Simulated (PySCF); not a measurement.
# CH5FOSn (SMILES FC[O][SnH3]) at 3 levels

We compute a comparison of 3 runs (PBE0/3-21G, PBE0/def2-SVP, CAM-B3LYP/def2-TZVP) of CH5FOSn. The job is set up through a Python script.

Program for the calculation: PySCF 2.14.0.

## 1. The structure to begin with

The species is CH5FOSn (9 atoms), meant as a singlet with charge 0. SMILES: `FC[O][SnH3]`. Geometry: relaxed at PBE0-D4/def2-TZVP. This is one conformer, not always the lowest.

Bond lengths: F1–C2 1.398 Å, C2–O3 1.354 Å, O3–Sn4 1.991 Å, C2–H5 1.100 Å, C2–H6 1.095 Å, Sn4–H7 1.705 Å, Sn4–H8 1.700 Å, Sn4–H9 1.699 Å. Some angles: F1–C2–O3 110.7°, C2–O3–Sn4 118.4°, F1–C2–H5 105.2°, F1–C2–H6 106.7°, O3–C2–H5 113.4°, O3–C2–H6 109.7°, O3–Sn4–H7 106.3°, O3–Sn4–H8 101.6°, O3–Sn4–H9 108.3°, H5–C2–H6 110.9°.

## 2. Energy and gradient at PBE0/3-21G (run 1)

Contents of job.py:

```python
# FC[O][SnH3]
import pyscf.grad
from pyscf import gto, dft

system = gto.M(
    atom='''
F   -0.596800   1.754200   0.031500
C   -1.291500   0.566100   0.277800
O   -0.736000  -0.463400  -0.405000
Sn   1.239300  -0.701500  -0.319700
H   -1.258800   0.434000   1.369300
H   -2.319100   0.724600  -0.066100
H    1.690100  -0.390300   1.294800
H    1.407800  -2.333100  -0.765300
H    1.953500   0.363100  -1.434400
''',
    basis='3-21g',
    max_memory=1860,
    verbose=4,
)

calc0 = dft.RKS(system, xc='pbe0')
calc0.grids.level = 5
calc0.conv_tol = 1e-10
calc0.kernel()
if not calc0.converged:
    calc0 = calc0.newton().run(calc0.mo_coeff, calc0.mo_occ)

e_final = calc0.e_tot
print('E(%s) = %.9f' % ('PBE0', e_final))
grad = calc0.Gradients().kernel()
calc0.analyze()
```

The run is started by

```sh
OMP_NUM_THREADS=1 python job.py
```

Output:

```text
PySCF version 2.14.0

[... 101 lines left out ...]
MO #3   energy= -141.889351833121  occ= 2
[... 12 lines left out ...]
MO #16  energy= -17.9359973241491  occ= 2
[... 12 lines left out ...]
MO #29  energy= -0.676092096713511 occ= 2
[... 12 lines left out ...]
MO #42  energy= 0.0721961606371018 occ= 0
[... 12 lines left out ...]
MO #55  energy= 0.997873671551665  occ= 0
[... 12 lines left out ...]
MO #68  energy= 3.67308349669903   occ= 0
[... 80 lines left out ...]
Dipole moment(X, Y, Z, Debye):  0.96412, -0.83805,  0.86246
```

Run time: 27 s. Hardware: 1 thread of Intel Xeon at 2.70GHz, shared host; peak memory 0.68 GiB.

## 3. Energy and gradient at PBE0/def2-SVP (core potential) (run 2)

Contents of input.py:

```python
import pyscf.grad
from pyscf import gto, dft

mol = gto.M(
    atom='''
F     -0.596800     1.754200     0.031500
C     -1.291500     0.566100     0.277800
O     -0.736000    -0.463400    -0.405000
Sn     1.239300    -0.701500    -0.319700
H     -1.258800     0.434000     1.369300
H     -2.319100     0.724600    -0.066100
H      1.690100    -0.390300     1.294800
H      1.407800    -2.333100    -0.765300
H      1.953500     0.363100    -1.434400
''',
    basis='def2-svp',
    max_memory=1860,
    spin=0,
    verbose=3,
    ecp={'Sn': 'def2-svp'},
)

calc0 = dft.RKS(mol)
calc0.xc = 'pbe0'
calc0.grids.level = 5
calc0.conv_tol = 1e-10
calc0.kernel()
if not calc0.converged:
    calc0 = calc0.newton().run(calc0.mo_coeff, calc0.mo_occ)

e_final = calc0.e_tot
print('E(%s) = %.9f' % ('PBE0', e_final))
grad = calc0.Gradients().kernel()
dip = calc0.dip_moment()
pop, q = calc0.mulliken_pop()
```

The run is started by

```sh
OMP_NUM_THREADS=1 python input.py
```

Output:

```text
converged SCF energy = -430.063321434456
[... 9 lines left out ...]
Dipole moment(X, Y, Z, Debye):  1.08880, -1.00526,  0.73298
[... 103 lines left out ...]
charge of    8H =     -0.07475
```

Run time: 57 s. Hardware: 1 thread of Intel Xeon at 2.70GHz, shared host; peak memory 0.92 GiB.

## 4. Energy and gradient at CAM-B3LYP/def2-TZVP (core potential) (run 3)

Contents of start.xyz:

```xyz
9
CH5FOSn
F     -0.596800     1.754200     0.031500
C     -1.291500     0.566100     0.277800
O     -0.736000    -0.463400    -0.405000
Sn     1.239300    -0.701500    -0.319700
H     -1.258800     0.434000     1.369300
H     -2.319100     0.724600    -0.066100
H      1.690100    -0.390300     1.294800
H      1.407800    -2.333100    -0.765300
H      1.953500     0.363100    -1.434400
```

Contents of input.py:

```python
# FC[O][SnH3]
import pyscf.grad
from pyscf import gto, dft

system = gto.M(
    atom='start.xyz',
    max_memory=1860,
    ecp={'Sn': 'def2-svp'},
    basis='def2-tzvp',
    verbose=4,
)

mf = dft.RKS(system, xc='cam-b3lyp')
mf.conv_tol = 1e-10
mf.grids.level = 5
mf.kernel()
if not mf.converged:
    mf = mf.newton().run(mf.mo_coeff, mf.mo_occ)

energy = mf.e_tot
print('E(%s) = %.9f' % ('CAM-B3LYP', energy))
grad = mf.Gradients().kernel()
mf.analyze()
```

The run is started by

```sh
OMP_NUM_THREADS=1 python input.py
```

Output:

```text
PySCF version 2.14.0

[... 121 lines left out ...]
MO #18  energy= -0.57612534254911  occ= 2
[... 30 lines left out ...]
MO #49  energy= 0.478085937347319  occ= 0
[... 30 lines left out ...]
MO #80  energy= 1.47933836915141   occ= 0
[... 30 lines left out ...]
MO #111 energy= 2.499713986188     occ= 0
[... 30 lines left out ...]
MO #142 energy= 5.24860767689677   occ= 0
[... 30 lines left out ...]
MO #173 energy= 112.811983266815   occ= 0
[... 185 lines left out ...]
Dipole moment(X, Y, Z, Debye):  1.05966, -1.09944,  0.70850
```

It took 4.6 min on 1 thread of Intel Xeon at 2.70GHz, shared host; peak memory 2.3 GiB.

## 5. Overview of the runs

```
run                                 level  core potential   energy (Eh)  dipole moment (D)  HOMO energy (eV)  LUMO energy (eV)  wall time
  1                            PBE0/3-21G               –  -6213.192637               1.54             -7.44              0.14       27 s
  2        PBE0/def2-SVP (core potential)        def2-svp   -430.063321               1.65             -7.84             -0.19       57 s
  3  CAM-B3LYP/def2-TZVP (core potential)        def2-svp   -430.474564               1.68             -9.47              0.35    4.6 min
```

## 6. Results

| quantity | value |
| --- | --- |
| run 3: total energy | -430.47456 Eh |
| run 3: dipole moment | 1.68 D |
| run 3: HOMO energy | -9.47 eV |
| run 3: LUMO energy | 0.35 eV |
| run 3: HOMO–LUMO gap | 9.82 eV |
| run 3: largest force on an atom | 0.336 eV/Å |

The dipole moment (its size) runs from 1.54 D (PBE0/3-21G) to 1.68 D (CAM-B3LYP/def2-TZVP). The two ends differ in method and basis and core potential. The HOMO–LUMO gap runs from 7.58 eV (PBE0/3-21G) to 9.82 eV (CAM-B3LYP/def2-TZVP). Totals of different functionals can't be ranked against each other. Some runs of one species differ in core potentials or relativity; totals across that change don't compare. In run 1 relativity is left out where basis or elements ask for it. All runs together took 6 min, the longest 4.6 min.
